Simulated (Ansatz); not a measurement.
# C2H8N2Sn: up Jacob's ladder to CCSD(T)

The task here is to estimate one member of a computed series from the others.

Computed with Ansatz 0.2.0, Gaussian basis. Level: functionals in def2-TZVPP, the program's frozen cores in correlated methods.

The runs, in order: LDA (SPW92), PBE-D4, revPBE-D4, BLYP-D4, r2SCAN-D4, B97M-V, PBE0-D4, B3LYP-D4, r2SCANh-D4, r2SCAN0-D4, HSE06-D4, BHLYP-D4, CAM-B3LYP-D4, LC-ωPBE, ωB97X-V, ωB97M-V, B2PLYP, PBE-QIDH; CCSD(T)/def2-SVP; CCSD(T)/def2-TZVPP; MP2/def2-QZVPP; extrapolation to the limit; RPA on PBE.

## Structure used throughout

All runs share one geometry, relaxed beforehand with PBE0-D4 in a triple-zeta def2 set. Sn takes the def2 core potential; no spin-orbit term is included.

SMILES `C[N](C)[Sn][NH2]`, 13 atoms, charge 0, spin multiplicity 1.

Atoms are counted from 1 here; the program's logs count them from 0.

Bond lengths: C1–N2 1.435 Å, C1–H6 1.101 Å, C1–H7 1.101 Å, C1–H8 1.091 Å, N2–C3 1.439 Å, N2–Sn4 2.035 Å, C3–H9 1.101 Å, C3–H10 1.095 Å, C3–H11 1.101 Å, Sn4–N5 2.023 Å, N5–H12 1.008 Å, N5–H13 1.008 Å. Angles: N2–C1–H6 112.2°, N2–C1–H7 111.1°, N2–C1–H8 111.4°, H6–C1–H7 106.9°, H6–C1–H8 107.9°, H7–C1–H8 107.1°, C1–N2–C3 112.5°, C1–N2–Sn4 128.2°, C3–N2–Sn4 119.3°, N2–C3–H9 112.1°, N2–C3–H10 110.8°, N2–C3–H11 111.8°, H9–C3–H10 107.4°, H9–C3–H11 107.0°, H10–C3–H11 107.6°, N2–Sn4–N5 97.0°, Sn4–N5–H12 127.8°, Sn4–N5–H13 120.9° and more.

Set-up of the first run:

File in.yaml:

```yaml
crystal:
  periodic: [false, false, false]
  atoms:
    - {symbol: C, position_ang: [-0.814674, -0.623025, 0.578267]}
    - {symbol: N, position_ang: [0.386373, -0.311087, -0.143100]}
    - {symbol: C, position_ang: [1.314845, -1.410106, -0.166028]}
    - {symbol: Sn, position_ang: [0.895430, 1.441644, -1.042234]}
    - {symbol: N, position_ang: [-0.730309, 2.497024, -0.464441]}
    - {symbol: H, position_ang: [-0.625179, -0.785809, 1.650731]}
    - {symbol: H, position_ang: [-1.282025, -1.541967, 0.192556]}
    - {symbol: H, position_ang: [-1.552884, 0.175031, 0.485584]}
    - {symbol: H, position_ang: [1.637609, -1.699898, 0.845835]}
    - {symbol: H, position_ang: [2.213386, -1.148783, -0.733960]}
    - {symbol: H, position_ang: [0.875775, -2.305424, -0.632050]}
    - {symbol: H, position_ang: [-1.447671, 2.219486, 0.186951]}
    - {symbol: H, position_ang: [-0.850278, 3.458012, -0.743210]}
basis:
  gaussian: {orbitals: def2-TZVPP}
hamiltonian: {xc: lda}
output: {orbitals: {seedname: orbitals}}
```

On the command line:

```console
> ansatz run in.yaml --threads 4 --pin off --events-out ev --progress --plain --max-ram 11315MiB
```

Steps of the session up to this table: LDA; PBE-D4 (GGA); revPBE-D4 (GGA); BLYP-D4 (GGA); r2SCAN-D4 (meta-GGA); B97M-V (meta-GGA); PBE0-D4 (hybrid); B3LYP-D4 (hybrid); r2SCANh-D4 (hybrid); r2SCAN0-D4 (hybrid); HSE06-D4 (hybrid); BHLYP-D4 (hybrid); CAM-B3LYP-D4 (range-separated); LC-ωPBE (range-separated); ωB97X-V (range-separated); ωB97M-V (range-separated); B2PLYP (double hybrid); PBE-QIDH (double hybrid).

One table of the session follows, with a row left open; its other results are not shown here.

It belongs to the step «Orbital energies across the functionals». 

| functional | HOMO (eV) | LUMO (eV) | gap (eV) |
| --- | --- | --- | --- |
| LDA (SPW92) | -4.91 | -2.03 | 2.88 |
| PBE-D4 | -4.76 | -1.84 | 2.92 |
| revPBE-D4 | -4.70 | -1.76 | 2.94 |
| BLYP-D4 | -4.64 | -1.76 | 2.88 |
| r2SCAN-D4 | -4.98 | -1.76 | 3.22 |
| B97M-V | -5.04 | -1.81 | 3.23 |
| PBE0-D4 | -5.95 | -1.21 | 4.74 |
| B3LYP-D4 | -5.74 | -1.42 | 4.32 |
| r2SCANh-D4 | -5.43 | -1.52 | 3.91 |
| r2SCAN0-D4 | ? | ? | ? |
| HSE06-D4 | -5.55 | -1.57 | 3.98 |
| BHLYP-D4 | -7.09 | -0.55 | 6.53 |
| CAM-B3LYP-D4 | -7.26 | -0.34 | 6.92 |
| LC-ωPBE | -8.58 | 0.67 | 9.25 |
| ωB97X-V | -8.26 | 0.58 | 8.83 |
| ωB97M-V | -8.18 | 0.40 | 8.59 |

Q: Estimate the row for r2SCAN0-D4 from the others.

Worked estimate for «HOMO (eV)». Against the share of exact exchange, r2SCAN-D4 (0, -4.98), r2SCANh-D4 (0.1, -5.43) give a slope of -4.50 per unit share; at 0.25 the line stands at -6.10.

**Answer.** HOMO (eV): -6.11; LUMO (eV): -1.17; gap (eV): 4.94. In «HOMO (eV)» the line misses by +0.01.
